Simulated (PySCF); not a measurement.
# C2H7BN2: the cost of one run

The runs use PySCF 2.14.0, with density-fitted response routines of our own; the level of theory stands in each step. All values are computed, except where a source is named. Atoms are numbered from 0 throughout.

## 1. The molecule as given

12 atoms, charge 0, multiplicity 1; geometry from: GFN2-xTB. The atoms were then displaced at random by about 0.01 Å, so the start is not that level's minimum.

Bonds of the start (Å): C0–C1 1.35, C1–B2 1.59, B2–N3 1.37, B2–N4 1.41, C0–H5 1.07, C0–H6 1.06, C1–H7 1.09, N3–H8 1.01, N3–H9 1.04, N4–H10 0.99, N4–H11 0.99.

## 2. Optimising the geometry at PBE0-D3(BJ)/def2-SVP

What the job is given:

```
{"job": {"xc": "PBE0", "basis": "def2-SVP", "d3": "d3bj", "grid": 1, "shake": 0.01, "kind": "geom"}, "charge": 0, "multiplicity": 1}
C      2.038940     0.120910    -0.073350
C      0.841190     0.606300     0.332160
B     -0.582480    -0.021140     0.029010
N     -1.681510     0.735850     0.323450
N     -0.693970    -1.316390    -0.510020
H      2.952770     0.634290     0.152380
H      2.107400    -0.746850    -0.680630
H      0.876140     1.526390     0.922580
H     -1.685360     1.671180     0.715720
H     -2.651430     0.404540     0.164620
H      0.086760    -1.899130    -0.696350
H     -1.568770    -1.744210    -0.688600
```

Run with:

```bash
OMP_NUM_THREADS=1 python probes_run.py task.json out
```

The driver reads the jobs from task.json and runs them one after another.

Q: Estimate the wall time and peak memory of this first job on 1 thread of Arm Neoverse N1, shared host.

About 59 s, with a peak of 0.43 GiB.
